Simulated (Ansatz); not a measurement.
# Ru2Pt: the cost of one run

Program: Ansatz 0.2.0. Level of theory: DFT PBE, scalar-relativistic, plane waves, PAW, unless a step names another level. These are calculated values, not measurements.

## 1. The system as given

Symmetry: I4/mmm, No. 139, tetragonal system. Conventional cell: a = 2.722 Å, b = 2.722 Å, c = 11.660 Å, α = 90.00°, β = 90.00°, γ = 90.00°. Ru (site symmetry 4mm) is surrounded by 8 Ru at 2.60 to 2.72 Å and 4 Pt at 2.80 Å. Pt (site symmetry 4/mmm) has 4 Pt at 2.72 Å and 8 Ru at 2.80 Å in its first shell of neighbours.

Structure file:

```cif
data_structure
_symmetry_space_group_name_H-M 'I4/mmm'
_symmetry_Int_Tables_number 139
_cell_length_a 2.7223
_cell_length_b 2.7223
_cell_length_c 11.6603
_cell_angle_alpha 90.000
_cell_angle_beta 90.000
_cell_angle_gamma 90.000
_cell_volume 86.41
loop_
_atom_site_label
_atom_site_type_symbol
_atom_site_symmetry_multiplicity
_atom_site_Wyckoff_symbol
_atom_site_fract_x
_atom_site_fract_y
_atom_site_fract_z
_atom_site_occupancy
Ru1 Ru 4 e 0.00000 0.00000 0.32504 1
Pt1 Pt 2 a 0.00000 0.00000 0.00000 1
```

It came out lowest among 11 distinct ends of the trial cells. At a tolerance of 0.05 Å it has space group I4/mmm (No. 139).

## 2. Relaxing to 0.001 eV/Å, on the response runs' mesh and smearing

input.yaml

```yaml
crystal:
  lattice:
    - [-1.3611576307, 1.3611576307, 5.8301309285]
    - [1.3611576307, -1.3611576307, 5.8301309285]
    - [1.3611576307, 1.3611576307, -5.8301309285]
  atoms:
    - { symbol: Ru, position: [0.3250355099, 0.3250355099, 0.0] }
    - { symbol: Ru, position: [0.6749644901, 0.6749644901, 0.0] }
    - { symbol: Pt, position: [0.0, 0.0, 0.0] }
basis:
  ecutwfc: 420
kpoints:
  mp_grid: { grid: [20, 20, 20] }
hamiltonian:
  xc: pbe
scf:
  occupations: { method: gaussian, width: 0.1 }
output:
  forces: true
  stress: true
  eigenvalues: true
relax:
  adjacent_minimum: "off"
  f_tol: 0.001
  max_steps: 60
  cell: { stress_tol: 0.01 }
```

The run is started by

```
$ ansatz run input.yaml --threads 3 --pin off --max-ram 7680MiB --backend cpu --events-out ev --progress --plain --runs-dir out
```

**Question.** How long does this run take on 3 threads of AMD EPYC 9R45 (Zen 5), shared host, and how much memory does it need?

About 23 s, with a peak of 0.94 GiB.
